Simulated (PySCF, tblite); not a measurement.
# C32H48Si8: electronic excitations, NMR shifts, part 2 of 2

tblite 0.8.0 and PySCF 2.14.0. Atoms count from 0.

## Step 4: NMR shifts: GIAO KT3/pcSseg-1

What the job is given:

```
{"job": {"kind": "nmr", "xc": "KT3", "basis": "pcSseg-1", "pop": false}, "charge": 0, "multiplicity": 1}
C      0.912949     2.683964     5.284464
Si     1.854306     3.228334     3.720189
C      3.235268     4.473255     4.138901
C      0.669992     3.962771     2.490506
C     -0.085378     4.370265     1.636889
Si    -1.269478     4.873123     0.296192
C     -0.318990     5.687590    -1.139548
C     -2.595169     6.045933     1.001646
C     -2.067709     3.281144    -0.231681
C     -2.557494     2.204113    -0.488073
Si    -3.261092     0.502474    -0.743883
C     -5.156708     0.581150    -0.538938
C     -2.774635    -0.199505    -2.443385
C     -2.510078    -0.515579     0.616157
C     -1.991625    -1.143605     1.511318
Si    -1.158744    -2.147261     2.834189
C     -2.459176    -2.819997     4.059610
C      0.159970    -1.102308     3.722484
C     -0.396062    -3.573925     1.915990
C      0.044745    -4.475154     1.238266
Si     0.637386    -5.806245     0.086252
C      2.513015    -6.088667     0.262016
C     -0.338536    -7.408636     0.420355
C      0.245352    -5.153248    -1.608424
C     -0.030065    -4.654131    -2.676149
Si    -0.414880    -3.767489    -4.262630
C      0.511490    -4.585465    -5.713141
C     -2.296505    -3.756876    -4.558123
C      0.242923    -2.050417    -3.997991
C      0.725059    -0.967281    -3.752966
Si     1.549257     0.627922    -3.269916
C      0.279908     2.023740    -3.030658
C      2.841616     1.082503    -4.598150
C      2.392567     0.237999    -1.662162
C      2.918020    -0.057484    -0.612945
Si     3.681019    -0.461068     1.031830
C      5.581514    -0.318374     0.924661
C      3.145026    -2.196294     1.599146
C      3.039700     0.861720     2.171545
C      2.590200     1.771760     2.831658
H      0.081597     2.035972     5.023789
H      0.508820     3.539829     5.818607
H      1.557680     2.139331     5.969022
H      3.752406     4.789159     3.237787
H      2.836665     5.361823     4.620497
H      3.972956     4.035570     4.805886
H      0.120620     6.634271    -0.836992
H      0.487476     5.044860    -1.479038
H     -0.970172     5.881286    -1.987457
H     -3.338006     6.299599     0.250679
H     -3.113866     5.581085     1.834643
H     -2.156968     6.972630     1.361597
H     -5.428139     1.004427     0.423496
H     -5.615522     1.195943    -1.308416
H     -5.599584    -0.409143    -0.599299
H     -2.936732     0.526224    -3.235273
H     -1.726862    -0.483641    -2.463716
H     -3.358766    -1.083412    -2.682882
H     -2.990567    -2.011495     4.554731
H     -3.196379    -3.432113     3.548181
H     -1.999158    -3.433555     4.829612
H     -0.295500    -0.412405     4.427457
H      0.854023    -1.728362     4.276142
H      0.734897    -0.514400     3.013098
H      3.061960    -5.191002    -0.006331
H      2.782281    -6.351624     1.281599
H      2.851262    -6.890340    -0.389287
H     -1.404707    -7.240845     0.299237
H     -0.046660    -8.199262    -0.265361
H     -0.173920    -7.768493     1.432362
H      0.184633    -5.610044    -5.867351
H      0.352479    -4.042359    -6.640559
H      1.580300    -4.606137    -5.522603
H     -2.673253    -4.759733    -4.740867
H     -2.817251    -3.363983    -3.690264
H     -2.562448    -3.141237    -5.413047
H     -0.286635     1.884937    -2.114886
H     -0.425959     2.063893    -3.855314
H      0.769867     2.991188    -2.968952
H      3.406524     1.965158    -4.311457
H      2.371444     1.287722    -5.555935
H      3.550568     0.273553    -4.746847
H      6.051729    -0.524122     1.882465
H      5.880373     0.680113     0.619404
H      5.987807    -1.018917     0.200136
H      2.088171    -2.359803     1.410294
H      3.695762    -2.968148     1.068891
H      3.319444    -2.339699     2.661810
```

With the program's defaults for keys left out, this is: GIAO KT3/pcSseg-1 NMR shielding, non-relativistic, gas phase.

Log:

```text
start: PBE on a coarse grid of 73083 points
cycle   1  E = -3559.7211686223  dE =  3.029e+00  |g| = 1.986e+00  |ddm| = 9.331e+00
cycle   2  E = -3558.7089455750  dE =  1.012e+00  |g| = 2.742e+00  |ddm| = 4.508e+00
cycle   3  E = -3560.7405051903  dE = -2.032e+00  |g| = 1.144e-01  |ddm| = 2.811e+00
cycle   4  E = -3560.7406787587  dE = -1.736e-04  |g| = 1.099e-01  |ddm| = 2.486e-01
cycle   5  E = -3560.7432819041  dE = -2.603e-03  |g| = 5.844e-02  |ddm| = 1.438e-01
cycle   6  E = -3560.7441280367  dE = -8.461e-04  |g| = 1.293e-02  |ddm| = 5.307e-02
cycle   7  E = -3560.7441721916  dE = -4.415e-05  |g| = 3.197e-03  |ddm| = 1.770e-02
final grid: 631649 points
cycle   8  E = -3603.0663926886  dE = -1.224e-01  |g| = 3.439e-01  |ddm| = 1.812e+00
cycle   9  E = -3603.0709939314  dE = -4.601e-03  |g| = 1.612e-01  |ddm| = 5.339e-01
cycle  10  E = -3603.0714258071  dE = -4.319e-04  |g| = 7.120e-02  |ddm| = 1.963e-01
cycle  11  E = -3603.0727695886  dE = -1.344e-03  |g| = 1.277e-02  |ddm| = 5.882e-02
cycle  12  E = -3603.0728141405  dE = -4.455e-05  |g| = 4.454e-03  |ddm| = 1.773e-02
cycle  13  E = -3603.0728189478  dE = -4.807e-06  |g| = 2.516e-03  |ddm| = 5.271e-03
cycle  14  E = -3603.0728187830  dE =  1.648e-07  |g| = 6.772e-04  |ddm| = 2.510e-03
cycle  15  E = -3603.0728208765  dE = -2.094e-06  |g| = 3.292e-04  |ddm| = 8.498e-04
cycle  16  E = -3603.0728181584  dE =  2.718e-06  |g| = 1.436e-04  |ddm| = 3.449e-04
cycle  17  E = -3603.0728184968  dE = -3.384e-07  |g| = 3.175e-05  |ddm| = 1.734e-04
converged SCF energy = -3603.0728184968

GIAO shielding tensors (ppm)
atom      isotropic    diamagn.    paramagn.     s11        s22        s33       span
  0 C      182.450     261.069     -78.619    178.023    179.992    189.335     11.312
  1 Si     410.484     900.048    -489.564    385.206    398.357    447.888     62.682
  2 C      182.395     252.190     -69.795    176.594    179.261    191.329     14.735
  3 C       79.119     284.662    -205.543     -8.921     -8.572    254.849    263.770
  4 C       78.935     284.031    -205.096     -9.210     -8.932    254.947    264.157
  5 Si     410.587     900.269    -489.681    385.402    398.566    447.794     62.392
  6 C      182.525     261.305     -78.780    177.954    180.174    189.448     11.494
  7 C      182.396     253.084     -70.688    176.536    179.308    191.343     14.808
  8 C       78.176     285.819    -207.643    -11.694     -5.548    251.770    263.464
  9 C       76.731     286.578    -209.847    -13.801     -8.487    252.481    266.281
 10 Si     410.762     905.255    -494.492    386.061    396.503    449.723     63.662
 11 C      181.907     257.992     -76.085    175.771    178.663    191.287     15.517
 12 C      180.571     275.804     -95.233    175.173    177.783    188.755     13.582
 13 C       79.182     289.524    -210.343     -9.942     -6.852    254.340    264.282
 14 C       78.946     289.720    -210.775    -10.386     -7.253    254.476    264.861
 15 Si     410.616     904.559    -493.943    386.002    396.041    449.805     63.803
 16 C      181.814     257.058     -75.244    175.550    178.687    191.205     15.655
 17 C      180.498     275.669     -95.171    175.027    177.790    188.677     13.650
 18 C       76.926     285.704    -208.777    -13.411     -8.134    252.323    265.733
 19 C       77.960     285.051    -207.092    -12.074     -5.924    251.877    263.951
 20 Si     410.579     899.241    -488.662    385.301    398.529    447.908     62.607
 21 C      182.433     259.437     -77.004    178.054    179.967    189.278     11.224
 22 C      182.343     250.855     -68.512    176.578    179.192    191.259     14.681
 23 C       79.103     283.418    -204.314     -8.906     -8.608    254.824    263.729
 24 C       78.925     283.635    -204.710     -9.271     -8.917    254.963    264.235
 25 Si     410.601     899.201    -488.600    385.250    398.587    447.967     62.717
 26 C      182.422     250.641     -68.219    176.582    179.324    191.360     14.778
 27 C      182.507     260.781     -78.274    177.986    180.133    189.403     11.416
 28 C       78.138     284.760    -206.622    -11.747     -5.616    251.776    263.523
 29 C       76.807     285.376    -208.569    -13.626     -8.404    252.452    266.078
 30 Si     410.799     904.270    -493.471    386.274    396.171    449.952     63.678
 31 C      180.585     276.368     -95.783    175.190    177.822    188.743     13.552
 32 C      181.911     256.683     -74.772    175.736    178.713    191.283     15.546
 33 C       79.098     288.972    -209.874    -10.119     -6.989    254.402    264.521
 34 C       79.008     289.274    -210.266    -10.228     -7.140    254.393    264.621
 35 Si     410.629     904.494    -493.865    386.104    395.990    449.793     63.689
 36 C      181.840     256.450     -74.610    175.634    178.655    191.230     15.596
 37 C      180.509     274.616     -94.107    175.026    177.769    188.733     13.707
 38 C       76.938     286.436    -209.498    -13.400     -8.145    252.359    265.760
 39 C       77.999     285.307    -207.308    -11.977     -5.860    251.834    263.812
 40 H       31.176      48.088     -16.911     26.787     29.395     37.347     10.560
 41 H       31.554      30.192       1.362     27.681     28.515     38.467     10.786
 42 H       31.581      33.644      -2.063     27.975     29.160     37.607      9.631
 43 H       31.245      34.823      -3.578     27.122     29.876     36.737      9.615
 44 H       31.585      25.373       6.211     27.403     28.778     38.573     11.170
 45 H       31.554      27.874       3.680     27.411     29.190     38.062     10.651
 46 H       31.557      30.129       1.428     27.681     28.517     38.474     10.793
 47 H       31.182      47.682     -16.500     26.785     29.410     37.351     10.567
 48 H       31.592      34.821      -3.229     27.984     29.168     37.624      9.641
 49 H       31.566      29.396       2.170     27.415     29.190     38.093     10.678
 50 H       31.251      35.539      -4.287     27.131     29.881     36.742      9.611
 51 H       31.586      25.753       5.834     27.417     28.787     38.556     11.139
 52 H       31.257      36.156      -4.899     27.201     29.309     37.260     10.059
 53 H       31.555      32.442      -0.887     27.662     28.856     38.147     10.486
 54 H       31.532      35.428      -3.896     27.302     29.483     37.811     10.509
 55 H       31.551      44.405     -12.854     29.039     29.226     36.389      7.350
 56 H       30.232      62.729     -32.497     24.824     27.396     38.476     13.652
 57 H       31.562      45.889     -14.327     26.793     29.886     38.006     11.212
 58 H       31.517      35.969      -4.452     27.293     29.469     37.788     10.495
 59 H       31.246      34.854      -3.608     27.192     29.308     37.238     10.046
 60 H       31.548      30.674       0.874     27.652     28.847     38.146     10.493
 61 H       31.547      46.458     -14.911     26.778     29.875     37.987     11.209
 62 H       31.547      42.818     -11.270     29.032     29.227     36.383      7.350
 63 H       30.221      63.032     -32.810     24.814     27.398     38.452     13.639
 64 H       31.172      46.833     -15.661     26.786     29.389     37.341     10.556
 65 H       31.576      32.695      -1.118     27.977     29.161     37.591      9.614
 66 H       31.555      27.491       4.064     27.675     28.525     38.464     10.789
 67 H       31.241      34.234      -2.993     27.121     29.867     36.734      9.614
 68 H       31.587      22.969       8.619     27.414     28.790     38.558     11.144
 69 H       31.553      27.137       4.416     27.413     29.186     38.061     10.648
 70 H       31.587      23.036       8.552     27.412     28.786     38.564     11.153
 71 H       31.561      27.591       3.969     27.410     29.183     38.089     10.679
 72 H       31.250      33.230      -1.979     27.128     29.881     36.742      9.615
 73 H       31.557      28.568       2.989     27.681     28.519     38.469     10.788
 74 H       31.181      48.042     -16.861     26.793     29.399     37.350     10.557
 75 H       31.587      34.245      -2.659     27.974     29.163     37.623      9.649
 76 H       30.227      63.237     -33.010     24.811     27.388     38.482     13.671
 77 H       31.552      44.253     -12.700     29.037     29.228     36.392      7.354
 78 H       31.561      46.604     -15.042     26.791     29.895     37.997     11.207
 79 H       31.532      35.297      -3.765     27.303     29.480     37.813     10.509
 80 H       31.556      31.198       0.358     27.662     28.861     38.145     10.483
 81 H       31.256      33.860      -2.605     27.199     29.307     37.261     10.062
 82 H       31.550      30.517       1.033     27.659     28.844     38.147     10.487
 83 H       31.251      35.043      -3.791     27.197     29.312     37.245     10.048
 84 H       31.527      34.096      -2.570     27.300     29.485     37.795     10.495
 85 H       30.220      62.382     -32.162     24.810     27.384     38.465     13.654
 86 H       31.554      44.422     -12.868     26.791     29.888     37.982     11.191
 87 H       31.546      42.646     -11.100     29.032     29.218     36.388      7.356
```

Wall time 73 s (4 threads of Arm Neoverse V2, shared host); peak memory 2.2 GiB.

Shifts follow as δ = σ(reference) − σ, with reference shieldings (ppm) from runs at the same level and on the same kind of geometry: $^{1}$H TMS 31.76, $^{13}$C TMS 184.7, $^{29}$Si TMS 361.6. The references are single molecules in the gas phase. Atoms listed in one row are averaged.

```tsv
atoms	environment	σ (ppm)	δ (ppm)
C3, C4, C8, C9, C13 and 11 more	alkyne carbon	78.2	106.4
C0, C2, C6, C7, C11 and 11 more	methyl carbon bonded to Si	181.8	2.9
H40, H41, H42, H43, H44 and 43 more	hydrogen on a methyl carbon bonded to Si	31.36	0.39
Si1, Si5, Si10, Si15, Si20 and 3 more	silicon bonded to 4 C, in a 24-membered ring	410.6	-49.0
```

## Step 5: Summary of results

What follows sums up all 2 parts.

| quantity | value |
| --- | --- |
| lowest singlet (CAM-B3LYP/6-31G*) | 5.53 eV (224 nm), f = 0.000 |
| brightest single state of those computed | state 6, 5.64 eV, f = 0.003 |
| lowest triplet | 4.59 eV |
| $^{13}$C shifts against TMS (KT3/pcSseg-1, means over atoms taken as alike) | 106.4, 2.9 ppm |
| $^{1}$H shifts against TMS (KT3/pcSseg-1, means over atoms taken as alike) | 0.39 ppm |
| $^{29}$Si shifts against TMS (KT3/pcSseg-1, means over atoms taken as alike) | -49.0 ppm |

In words: The first singlet state (HOMO→LUMO+3 0.15, HOMO−2→LUMO+2 0.11) lies at 5.53 eV and is dark; of the 6 states computed, the strongest absorption comes from state 6 at 5.64 eV (the last computed, so partners may be missing). The lowest triplet lies 0.95 eV below the lowest singlet (triplets in Tamm-Dancoff, singlets in full TDDFT). At KT3/pcSseg-1: The largest span, 265 ppm, is at C3, C4, C8, C9, C13 and 11 more, where the paramagnetic term is -208 ppm.
